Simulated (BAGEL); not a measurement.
# C3H4B (SMILES BC1=C[CH]1) at UHF/3-21G (density fitting with qzvpp-jkfit)

What is the energy change on altering one bond length of C3H4B at UHF/3-21G (density fitting with qzvpp-jkfit)? 

The results are computed with BAGEL 1.2.2.

1 further run of the same task is left out (set aside as unsound or not needed).

## Step 1: The system as given

C3H4B has 8 atoms, charge 0, and is taken as a doublet. As SMILES, `BC1=C[CH]1`. The coordinates come from a GFN2-xTB relaxation.

Bond lengths: B1–C2 1.479 Å, C2–C3 1.447 Å, C2–C4 1.446 Å, C3–C4 1.331 Å, B1–H5 1.173 Å, B1–H6 1.173 Å, C3–H7 1.064 Å, C4–H8 1.064 Å. Some angles: B1–C2–C3 152.5°, B1–C2–C4 152.7°, C3–C2–C4 54.8°, C2–C3–C4 62.6°, C2–C4–C3 62.6°, C2–B1–H5 119.5°, C2–B1–H6 119.6°, C2–C3–H7 149.3°, C4–C3–H7 148.1°, C2–C4–H8 149.1°.

## Step 2: A single-point energy at UHF/3-21G (density fitting with qzvpp-jkfit)

job.json reads:

```json
{ "bagel": [

{
  "title": "molecule",
  "basis": "3-21g",
  "df_basis": "qzvpp-jkfit",
  "angstrom": true,
  "geometry": [
    { "atom": "B", "xyz": [      -0.800210,       1.269480,      -0.434340 ] },
    { "atom": "C", "xyz": [      -0.042990,       0.068090,      -0.020810 ] },
    { "atom": "C", "xyz": [       1.107340,      -0.807640,      -0.081610 ] },
    { "atom": "C", "xyz": [       0.124400,      -1.143380,       0.750880 ] },
    { "atom": "H", "xyz": [      -0.337820,       1.999830,      -1.226960 ] },
    { "atom": "H", "xyz": [      -1.855020,       1.478980,       0.034730 ] },
    { "atom": "H", "xyz": [       2.060660,      -1.038380,      -0.493720 ] },
    { "atom": "H", "xyz": [      -0.256360,      -1.826990,       1.471830 ] }
  ]
},

{ "title": "uhf", "nopen": 1 },

{ "title": "print", "file": "orbitals.molden", "orbitals": true }

]}
```

Run with:

```
$ BAGEL_NUM_THREADS=1 BAGEL job.json > job.out
```

Standard output:

```text
* using 1 threads per process

  ===============================================================
  ===============================================================

  *** Geometry ***

  { "atom" : "B", "xyz" : [     -1.512178,      2.398970,     -0.820784 ] },
  { "atom" : "C", "xyz" : [     -0.081239,      0.128671,     -0.039325 ] },
  { "atom" : "C", "xyz" : [      2.092569,     -1.526218,     -0.154221 ] },
  { "atom" : "C", "xyz" : [      0.235082,     -2.160675,      1.418958 ] },
  { "atom" : "H", "xyz" : [     -0.638387,      3.779131,     -2.318618 ] },
  { "atom" : "H", "xyz" : [     -3.505480,      2.794867,      0.065630 ] },
  { "atom" : "H", "xyz" : [      3.894083,     -1.962254,     -0.932996 ] },
  { "atom" : "H", "xyz" : [     -0.484450,     -3.452511,      2.781356 ] },

  Number of auxiliary basis functions:      372

  Since a DF basis is specified, we compute 2- and 3-index integrals:
    o Being stored without compression. Storage requirement is 0.006 GB

  Number of basis functions:       44
  Number of electrons      :       27

    * METHOD: MOLECULE                             0.08

  *** Open-shell HF ***

  === Nuclear Repulsion ===
    87.1223947340

      * DIIS with orbital gradients will be used.

  === UHF iteration (3-21g) ===
      0       -139.60595585          0.03341756           0.02
      1       -139.66276917          0.01054455           0.02
      2       -139.66834460          0.00464673           0.02
      3       -139.66947655          0.00149726           0.02
      4       -139.66984515          0.00051617           0.02
      5       -139.66999281          0.00023291           0.02
      6       -139.67003875          0.00006833           0.02
      7       -139.67004276          0.00003739           0.02
      8       -139.67004455          0.00001709           0.03
      9       -139.67004485          0.00000704           0.03
     10       -139.67004490          0.00000185           0.02
     11       -139.67004490          0.00000122           0.03
     12       -139.67004490          0.00000095           0.03
     13       -139.67004490          0.00000092           0.03
     14       -139.67004491          0.00000083           0.03
     15       -139.67004491          0.00000077           0.03
     16       -139.67004491          0.00000066           0.02
     17       -139.67004492          0.00000036           0.02
     18       -139.67004493          0.00000015           0.03
     19       -139.67004493          0.00000008           0.03
     20       -139.67004493          0.00000005           0.03
     21       -139.67004493          0.00000003           0.02
     22       -139.67004493          0.00000002           0.02
     23       -139.67004493          0.00000001           0.03
     24       -139.67004493          0.00000001           0.03
    * SCF iteration converged.

    * S^2 (UHF) is 0.7542

    * Permanent dipole moment:
           (   -0.726308,     1.155340,    -0.394043) a.u.

    * METHOD: UHF                                  0.68

    * METHOD: PRINT                                0.00

  ===============================================================
```

It took 0.93 s on 1 thread of Arm Neoverse V2, shared host.

## Step 3: The distorted shape

input.json reads:

```json
{ "bagel": [

{
  "title": "molecule",
  "basis": "3-21g",
  "df_basis": "qzvpp-jkfit",
  "angstrom": "true",
  "geometry": [
    { "atom": "B", "xyz": [   -0.743091,    1.372031,   -0.542492 ] },
    { "atom": "C", "xyz": [    0.014129,    0.170641,   -0.128962 ] },
    { "atom": "C", "xyz": [    1.164459,   -0.705089,   -0.189762 ] },
    { "atom": "C", "xyz": [    0.181519,   -1.040829,    0.642728 ] },
    { "atom": "H", "xyz": [   -0.280701,    2.102381,   -1.335112 ] },
    { "atom": "H", "xyz": [   -1.797901,    1.581531,   -0.073422 ] },
    { "atom": "H", "xyz": [    2.117779,   -0.935829,   -0.601872 ] },
    { "atom": "H", "xyz": [   -0.256360,   -1.826990,    1.471830 ] }
  ]
},
{
  "title": "uhf",
  "charge": 0,
  "nopen": 1
},
{
  "title": "print",
  "file": "orbitals.molden",
  "orbitals": "true"
}

]}
```

Run with:

```
$ BAGEL_NUM_THREADS=1 BAGEL input.json > input.out
```

Standard output:

```text
* using 1 threads per process

  ===============================================================
  ===============================================================

  *** Geometry ***

  { "atom" : "B", "xyz" : [     -1.404238,      2.592763,     -1.025161 ] },
  { "atom" : "C", "xyz" : [      0.026700,      0.322465,     -0.243703 ] },
  { "atom" : "C", "xyz" : [      2.200509,     -1.332425,     -0.358598 ] },
  { "atom" : "C", "xyz" : [      0.343021,     -1.966882,      1.214580 ] },
  { "atom" : "H", "xyz" : [     -0.530448,      3.972924,     -2.522996 ] },
  { "atom" : "H", "xyz" : [     -3.397540,      2.988660,     -0.138747 ] },
  { "atom" : "H", "xyz" : [      4.002022,     -1.768461,     -1.137373 ] },
  { "atom" : "H", "xyz" : [     -0.484450,     -3.452511,      2.781356 ] },

  Number of auxiliary basis functions:      372

  Since a DF basis is specified, we compute 2- and 3-index integrals:
    o Being stored without compression. Storage requirement is 0.006 GB

  Number of basis functions:       44
  Number of electrons      :       27

    * METHOD: MOLECULE                             0.08

  *** Open-shell HF ***

  === Nuclear Repulsion ===
    86.5306193448

      * DIIS with orbital gradients will be used.

  === UHF iteration (3-21g) ===
      0       -139.58839368          0.03378023           0.02
      1       -139.64679012          0.01132972           0.02
      2       -139.65294401          0.00514420           0.02
      3       -139.65428031          0.00160500           0.03
      4       -139.65469487          0.00054429           0.02
      5       -139.65482684          0.00033396           0.02
      6       -139.65489968          0.00012004           0.03
      7       -139.65490921          0.00005036           0.03
      8       -139.65491188          0.00002770           0.02
      9       -139.65491311          0.00001317           0.02
     10       -139.65491348          0.00000813           0.02
     11       -139.65491367          0.00000806           0.02
     12       -139.65491370          0.00000748           0.02
     13       -139.65491386          0.00000760           0.02
     14       -139.65491393          0.00000740           0.02
     15       -139.65491486          0.00000513           0.02
     16       -139.65491555          0.00000249           0.03
     17       -139.65491560          0.00000136           0.02
     18       -139.65491560          0.00000098           0.02
     19       -139.65491560          0.00000059           0.03
     20       -139.65491560          0.00000028           0.03
     21       -139.65491560          0.00000008           0.03
     22       -139.65491560          0.00000004           0.03
     23       -139.65491560          0.00000003           0.03
     24       -139.65491560          0.00000001           0.02
    * SCF iteration converged.

    * S^2 (UHF) is 0.7552

    * Permanent dipole moment:
           (   -0.706433,     1.164512,    -0.412538) a.u.

    * METHOD: UHF                                  0.68

    * METHOD: PRINT                                0.00

  ===============================================================
```

Run time: 0.92 s. Hardware: 1 thread of Arm Neoverse V2, shared host.

## Step 4: What came out

At UHF/3-21G (density fitting with qzvpp-jkfit):

```
                                                         quantity          value
                                        first shape: total energy  -139.67004 Eh
                                       first shape: dipole moment         3.61 D
                                                first shape: ⟨S²⟩          0.754
                                    distorted shape: total energy  -139.65492 Eh
                                   distorted shape: dipole moment         3.62 D
                                            distorted shape: ⟨S²⟩          0.755
energy change with the C4–H8 bond stretched from 1.064 to 1.224 Å       0.412 eV
```

With the C4–H8 bond stretched from 1.064 to 1.224 Å the energy rises by 0.41 eV (39.7 kJ/mol). The first shape isn't relaxed at this level, so the change isn't measured from a minimum.
